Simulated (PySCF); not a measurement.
# One shape, several levels: Si2NH6Cl (SMILES [SiH3]N[SiH2]Cl)

Aim: a comparison of 5 runs (HF/STO-3G, HF/3-21G, HF/def2-SVP, B3LYP/6-31G*, PBE0/def2-SVP) of Si2NH6Cl. 

The results are computed with PySCF 2.14.0.

### Step 1. The structure to begin with

Si2NH6Cl has 10 atoms, charge 0, and is taken as a singlet. SMILES: `[SiH3]N[SiH2]Cl`. The shape is that of a PBE0-D4/def2-TZVP optimisation. This is one conformer, not always the lowest.

Bond lengths: Si1–N2 1.734 Å, N2–Si3 1.708 Å, Si3–Cl4 2.065 Å, Si1–H5 1.484 Å, Si1–H6 1.487 Å, Si1–H7 1.487 Å, N2–H8 1.011 Å, Si3–H9 1.477 Å, Si3–H10 1.479 Å. Some angles: Si1–N2–Si3 127.5°, N2–Si3–Cl4 113.2°, Si1–N2–H8 116.1°, Si3–N2–H8 115.4°, N2–Si1–H5 106.6°, N2–Si1–H6 112.3°, N2–Si1–H7 110.5°, N2–Si3–H9 108.8°, N2–Si3–H10 109.4°, Cl4–Si3–H9 106.4°.

### Step 2. Energy and forces at HF/STO-3G (run 1)

The input, mol.xyz:

```xyz
10
ClH6NSi2
Si    -0.375100     1.453700     0.454700
N      0.207800    -0.171100     0.616800
Si     0.479300    -1.307600    -0.629300
Cl    -1.223800    -2.339800    -1.175500
H     -0.292600     1.791900    -0.987400
H     -1.780500     1.597900     0.919500
H      0.465000     2.389000     1.248200
H      0.223500    -0.545900     1.555800
H      0.936900    -0.590100    -1.836900
H      1.442500    -2.329100    -0.163000
```

The input, input.py:

```python
import pyscf.grad
from pyscf import gto

mol = gto.Mole()
mol.atom = 'mol.xyz'
mol.max_memory = 1860
mol.charge = 0
mol.basis = 'sto-3g'
mol.verbose = 4
mol.spin = 0
mol.build()

mf = mol.RHF()
mf.conv_tol = 1e-10
mf.kernel()
if not mf.converged:
    mf = mf.newton().run(mf.mo_coeff, mf.mo_occ)

e_final = mf.e_tot
print(f'total energy: {e_final:.8f} hartree')
grad = mf.Gradients().kernel()
mf.analyze()
```

On the command line:

```sh
OMP_NUM_THREADS=1 python input.py
```

Output:

```text
PySCF version 2.14.0

[... 77 lines left out ...]
Nuclear Repulsion Energy =             273.655509209676836
[... 7 lines left out ...]
MO #2   energy= -68.0736971891224  occ= 2
[... 5 lines left out ...]
MO #8   energy= -7.74218237749083  occ= 2
[... 5 lines left out ...]
MO #14  energy= -4.01535946343371  occ= 2
[... 5 lines left out ...]
MO #20  energy= -0.671178073389865 occ= 2
[... 5 lines left out ...]
MO #26  energy= -0.423759386133614 occ= 2
[... 5 lines left out ...]
MO #32  energy= 0.495319716788862  occ= 0
[... 5 lines left out ...]
MO #38  energy= 0.761529464270053  occ= 0
[... 51 lines left out ...]
Dipole moment(X, Y, Z, Debye):  2.16300,  1.70857,  1.39506
```

It took 2.2 s on 1 thread of Intel Xeon at 2.70GHz, shared host; peak memory 0.12 GiB.

### Step 3. Energy and gradient at HF/3-21G (run 2)

The input, run.py:

```python
from pyscf import gto, scf

mol = gto.M(
    atom='''
Si      -0.375100       1.453700       0.454700
N        0.207800      -0.171100       0.616800
Si       0.479300      -1.307600      -0.629300
Cl      -1.223800      -2.339800      -1.175500
H       -0.292600       1.791900      -0.987400
H       -1.780500       1.597900       0.919500
H        0.465000       2.389000       1.248200
H        0.223500      -0.545900       1.555800
H        0.936900      -0.590100      -1.836900
H        1.442500      -2.329100      -0.163000
''',
    max_memory=1860,
    verbose=4,
    charge=0,
    basis='3-21g',
    spin=0,
)

mf = scf.RHF(mol)
mf.conv_tol = 1e-10
mf.kernel()
if not mf.converged:
    mf = mf.newton().run(mf.mo_coeff, mf.mo_occ)

e_final = mf.e_tot
print(f'total energy: {e_final:.8f} hartree')
grad = mf.nuc_grad_method().kernel()
dip = mf.dip_moment()
pop, q = mf.mulliken_pop()
```

On the command line:

```sh
OMP_NUM_THREADS=1 python run.py
```

Output:

```text
PySCF version 2.14.0

[... 64 lines left out ...]
converged SCF energy = -1089.80290687831
total energy: -1089.80290688 hartree
[... 11 lines left out ...]
Dipole moment(X, Y, Z, Debye):  2.02490,  1.47047,  1.78501
[... 71 lines left out ...]
charge of    9H =     -0.19470
```

It took 2.4 s on 1 thread of Intel Xeon at 2.70GHz, shared host; peak memory 0.13 GiB.

Runs 3 to 4 aren't shown in full; the table further down has their settings and results.

### Step 4. Energy and forces at PBE0/def2-SVP (run 5)

The input, calc.py:

```python
import pyscf.grad
from pyscf import gto, dft

system = gto.M(
    atom='''
Si    -0.708836     2.747095     0.859258
N      0.392685    -0.323332     1.165583
Si     0.905746    -2.471006    -1.189205
Cl    -2.312647    -4.421581    -2.221373
H     -0.552934     3.386200    -1.865916
H     -3.364657     3.019593     1.737603
H      0.878723     4.514556     2.358756
H      0.422354    -1.031601     2.940036
H      1.770484    -1.115127    -3.471238
H      2.725930    -4.401361    -0.308025
''',
    basis='def2-svp',
    max_memory=1860,
    verbose=4,
    unit='bohr',
)

ks = dft.RKS(system)
ks.xc = 'pbe0'
ks.conv_tol = 1e-10
ks.grids.level = 5
ks.kernel()
if not ks.converged:
    ks = ks.newton().run(ks.mo_coeff, ks.mo_occ)

e_final = ks.e_tot
print('Final energy', e_final)
grad = ks.Gradients().kernel()
dip = ks.dip_moment()
pop, q = ks.mulliken_pop()
```

On the command line:

```sh
OMP_NUM_THREADS=1 python calc.py
```

Output:

```text
PySCF version 2.14.0

[... 77 lines left out ...]
converged SCF energy = -1096.79858450616
Final energy -1096.7985845061642
[... 12 lines left out ...]
Dipole moment(X, Y, Z, Debye):  1.03150,  0.70296,  1.41094
[... 109 lines left out ...]
charge of    9H =     -0.07437
```

Wall time 34 s (1 thread of Intel Xeon at 2.70GHz, shared host); peak memory 0.97 GiB.

### Step 5. All runs side by side

```tsv
run	level	integration grid	energy (Eh)	dipole moment (D)	HOMO energy (eV)	LUMO energy (eV)	wall time
1	HF/STO-3G	–	-1083.117914	3.09	-8.44	9.97	2.2 s
2	HF/3-21G	–	-1089.802907	3.07	-11.14	4.01	2.4 s
3	HF/def2-SVP	–	-1095.039808	2.01	-11.28	3.76	8.7 s
4	B3LYP/6-31G* (spherical functions)	5	-1097.626348	2.19	-7.61	0.15	35 s
5	PBE0/def2-SVP	5	-1096.798585	1.88	-7.91	0.43	34 s
```

### Step 6. Outcome

| quantity | value |
| --- | --- |
| run 5: total energy | -1096.79858 Eh |
| run 5: dipole moment | 1.88 D |
| run 5: HOMO energy | -7.91 eV |
| run 5: LUMO energy | 0.43 eV |
| run 5: HOMO–LUMO gap | 8.34 eV |
| run 5: largest force on an atom | 0.322 eV/Å |

The dipole moment (its size) runs from 1.88 D (PBE0/def2-SVP) to 3.09 D (HF/STO-3G). The two ends differ in method and basis. The HOMO–LUMO gap runs from 7.77 eV (B3LYP/6-31G*) to 18.40 eV (HF/STO-3G). Totals of different functionals can't be ranked against each other. In run 1 the basis is minimal, so the values are rough. All runs together took 82 s, the longest 35 s.
